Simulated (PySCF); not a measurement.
**Changing the system itself: NaBr**

One physical setting of the base script is moved in each run, with the edits that it forces.

Method: method and basis as typed in the scripts; program: PySCF 2.14.0.

**1. Starting geometry**

NaBr: 2 atoms, charge 0, spin multiplicity 1.

Bond lengths: Na1–Br2 2.502 Å.

**2. The run that the others are compared with**

The input, input.py:

```python
from pyscf import gto, scf

mol = gto.M(
    atom='Na 0 0 0; Br 0 0 2.502',
    basis='6-31g*',
    charge=0,
    spin=0,
    verbose=4,
)
mf = scf.RHF(mol)
mf.kernel()
mf.analyze()
print('orbital energies (hartree):', mf.mo_energy[..., max(0, mol.nelec[1]-3):mol.nelec[0]+3].round(4))
```

Run with:

```
$ python input.py
```

The log of this run is left out.

In short: E(SCF) = -2734.028031 Eh, 9 cycles, μ = 9.54 D.

The bond length is a typed value, not an optimised one.

**3. Bond 2.002 Å**

Variant 1 changes bond length: 2.502 Å → 2.002 Å.

The input, input.py:

```python
from pyscf import gto, scf

mol = gto.M(
    atom='Na 0 0 0; Br 0 0 2.002',
    basis='6-31g*',
    charge=0,
    spin=0,
    verbose=4,
)
mf = scf.RHF(mol)
mf.kernel()
mf.analyze()
print('orbital energies (hartree):', mf.mo_energy[..., max(0, mol.nelec[1]-3):mol.nelec[0]+3].round(4))
```

Run with:

```
$ python input.py
```

**4. Bond 3.753 Å**

Variant 2 changes bond length: 2.502 Å → 3.753 Å.

Edit input.py of step 2 so:

```diff
@@ -3,3 +3,3 @@
 mol = gto.M(
-    atom='Na 0 0 0; Br 0 0 2.502',
+    atom='Na 0 0 0; Br 0 0 3.753',
     basis='6-31g*',
```

**5. Bond 5.004 Å**

Variant 3 changes bond length: 2.502 Å → 5.004 Å.

Edit input.py of step 2 so:

```diff
@@ -3,3 +3,3 @@
 mol = gto.M(
-    atom='Na 0 0 0; Br 0 0 2.502',
+    atom='Na 0 0 0; Br 0 0 5.004',
     basis='6-31g*',
```

**6. Bond 3.127 Å**

Variant 4 changes bond length: 2.502 Å → 3.127 Å.

Edit input.py of step 2 so:

```diff
@@ -3,3 +3,3 @@
 mol = gto.M(
-    atom='Na 0 0 0; Br 0 0 2.502',
+    atom='Na 0 0 0; Br 0 0 3.127',
     basis='6-31g*',
```

**7. Bond 10 Å**

Variant 5 changes bond length: 2.502 Å → 10 Å.

Edit input.py of step 2 so:

```diff
@@ -3,3 +3,3 @@
 mol = gto.M(
-    atom='Na 0 0 0; Br 0 0 2.502',
+    atom='Na 0 0 0; Br 0 0 10',
     basis='6-31g*',
```

Before running it: what results should come out? Wanted: for each run, E(SCF); from base; gap; SCF dipole.

The runs gave:

```csv
run,E(SCF) (hartree),from base (eV),cycles,gap (eV),SCF dipole (D)
base,-2734.028031,0,9,8.49,9.54
bond 2.002 Å,-2733.966063,+1.6862,9,9.51,7.58
bond 3.753 Å,-2733.979948,+1.3084,9,6.22,15.68
bond 5.004 Å,-2733.937637,+2.4598,10,4.38,22.40
bond 3.127 Å,-2734.009303,+0.5096,9,7.31,12.44
bond 10 Å (poor choice),-2733.879310,+4.0469,12,1.25,47.93
```

What this shows: The largest comparable shift of the SCF energy, +4.047 eV, comes with the run “bond 10 Å”. With bond 3.753 Å the frontier gap moves by over 1.5 eV, which can mean another electronic state rather than the bond length alone. With bond 5.004 Å the frontier gap moves by over 1.5 eV, which can mean another electronic state rather than the bond length alone. With bond 10 Å the frontier gap moves by over 1.5 eV, which can mean another electronic state rather than the bond length alone. Rows marked «poor choice» come from settings spoiled on purpose.
